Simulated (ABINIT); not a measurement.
The system is MnPt2.

```
Pt Mn
1.0
     2.85840    0.00000    0.00000
    -1.42920    2.47545    0.00000
     0.00000    0.00000    6.53250
Pt Mn
2 1
Direct
  0.66667 0.33333 0.31621
  0.33333 0.66667 0.68379
  0.00000 0.00000 0.00000
```

The cell comes from a database or a generator and needn't be the stable form of this composition.

Base run:

* Program: ABINIT 10.8.3 (patched build)
* Functional: PBE
* Potentials or basis: PseudoDojo NC SR PBE v0.4.1 standard
* Cutoff: 1252 eV
* k mesh: 8 × 8 × 3
* Occupations: fermi-dirac, width 0.05 eV
* Spin: collinear spin, ferromagnetic start
* Starting moments: [0.0, 0.0, 4.0] μB

Its results: pressure -0.5 GPa; net moment 4.52 μB per cell; site moments Pt +0.27; Mn +3.64 μB; largest force 0.040 eV/Å.

Problem. The run is repeated on the same cell with these changes: k mesh from 8 × 8 × 3 to 12 × 12 × 4, shifted; occupations from fermi-dirac, width 0.05 eV to fermi-dirac, width 0.2 eV. What comes out?

Solution. Pressure -1.1 GPa; net moment 4.25 μB per cell; site moments Pt +0.22; Mn +3.51 μB; largest force 0.081 eV/Å.

Not every run made on this cell is shown here.
